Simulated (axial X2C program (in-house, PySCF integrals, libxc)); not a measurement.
# NbS: properties at the nuclei

Wanted for NbS: properties at the nuclei, at the two-component level.

Program: an in-house X2C program for linear molecules on PySCF integrals. Level of theory: two-component X2C with atomic mean-field terms, Nb dyall-cv3z, S dyall-av3z. These are calculated values, not measurements.

## 1. The job

Contents of task.json:

```json
{"zs": [41, 16], "q": 0, "bas": ["dyall-cv3z", "dyall-av3z"], "r0": 2.19, "levels": ["PBE0", "HF", "TPSSh", "PBE", "LDA"], "nst": 3}
```

Keys: zs atomic numbers; q charge; bas basis sets; r0 starting distance in Å; levels methods (HF also brings MP2); nst determinants followed.

Run with:

```console
$ python soeom.py task.json out
```

After this run come: Expectation values, lowest determinant; Expectation values, a higher determinant; Expectation values, a higher determinant.

Before running it: what results should come out? Wanted: lowest determinant; Eeff magnitude; Ws magnitude Nb; A∥/gI Nb; qzz Nb; higher determinant (for each run or level that gives them).

The runs gave:

| quantity | value |
| --- | --- |
| lowest determinant | Ω = 3/2 (excess of +ω over −ω: ω = 1/2, ω = -3/2, ω = 5/2) |
| Eeff magnitude (GV/cm), PBE0 | 1.5 |
| Ws magnitude Nb (kHz), PBE0 | 0.444 |
| A∥/gI Nb (MHz), PBE0 | 842 |
| qzz Nb (a.u.), PBE0 | 1.01 |
| higher determinant | Ω = 3/2 (excess of +ω over −ω: ω = 3/2) |
| Eeff magnitude (GV/cm), PBE0, higher determinant | 1.36 |
| Ws magnitude Nb (kHz), PBE0, higher determinant | 0.494 |
| A∥/gI Nb (MHz), PBE0, higher determinant | -494 |
| qzz Nb (a.u.), PBE0, higher determinant | -1.40 |
| higher determinant | Ω = 1/2 (excess of +ω over −ω: ω = 1/2) |
| Eeff magnitude (GV/cm), PBE0, higher determinant | 1.05 |
| Ws magnitude Nb (kHz), PBE0, higher determinant | 1.24 |
| A∥/gI Nb (MHz), PBE0, higher determinant | 2610 |
| qzz Nb (a.u.), PBE0, higher determinant | -1.41 |

What this shows: In the first state, the effective field runs from 1.28 to 1.73 GV/cm over the mean-field levels. The expectation values come from single determinants, which for open shells can mix terms of unlike spin or miss the lowest Ω, so a determinant need not be a state. Eeff is the effective electric field on the electron dipole moment in this Ω state and Ws the scalar–pseudoscalar constant (defined with the proton number Z and per Ω); A∥ is the parallel hyperfine constant, which follows by multiplying with the nuclear g factor gI = μI/(I μN); qzz is the electric field gradient, eQq0 = 234.96 MHz × Q/barn × qzz; μ is positive if S is the positive end. The operators were transformed with the bare-nucleus X2C matrices.
